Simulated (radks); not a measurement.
**Valence configurations of Ru²⁺**

One table from this session's results is given with a row withheld; the runs are named, their logs left out.

The numbers are computed with radks (a radial shooting solver on a logarithmic mesh, Libxc functionals) version 1 (scalar-relativistic Kohn-Sham, LDA (Slater exchange, Perdew-Wang correlation), spin-unpolarised, spherical densities, finite nucleus), except any that are marked as measured or tabulated.

## The system

- element: ruthenium (Z = 44)
- charge: +2
- electrons: 42
- configuration: [Kr] 4d6
- nuclear rms radius: 4.4809 fm
- others tried: 4d5 5s1; 4d5 5p1; 4d4 5s2; 4d4 5s1 5p1; 4d4 5s1.5 5p0.5; 4d5.5 5p0.5; 4d3 5s1.5 5p1.5; 4d4 5p2; 4d5 5s0.5 5p0.5

Outer shells as boxes (Hund's rule):

Ru²⁺
```
[Kr] core
4d [↑↓][↑ ][↑ ][↑ ][↑ ]
```

Set-up of the first run:

Settings of this run:

```text
Z 44
configuration [Kr] 4d6
relativity scalar-relativistic
functional lda,pw
spin unpolarised
nucleus finite rms 4.4809 fm
c 137.035999084
```

Launch:

```console
> python run_ks.py task.json out
```

This one command runs every case of the session in turn.

Among the steps run: [Kr] 4d6.

One table of the session follows, with a row left open; its other results are not shown here.

From the orbitals of this run (lengths in bohr):

```
level     <r>  outermost maximum (interpolated)  90 % within  nodes
   2s  0.1458                             0.123        0.225      1
   2p  0.1270                            0.0983        0.207      0
   3s  0.4034                             0.362        0.595      2
   3p  0.4036                             0.355        0.609      1
   3d       ?                                 ?            ?      ?
   4s   1.015                             0.912         1.48      3
   4p   1.120                             0.979         1.66      2
   4d   1.528                              1.19         2.41      1
```

Q: Estimate the row for 3d from the others.

**Answer.** <r>: 0.3844; outermost maximum (interpolated): 0.301; 90 % within: 0.612; nodes: 0. In the column «<r>» it lies between 2s (0.1458) and 3s (0.4034).
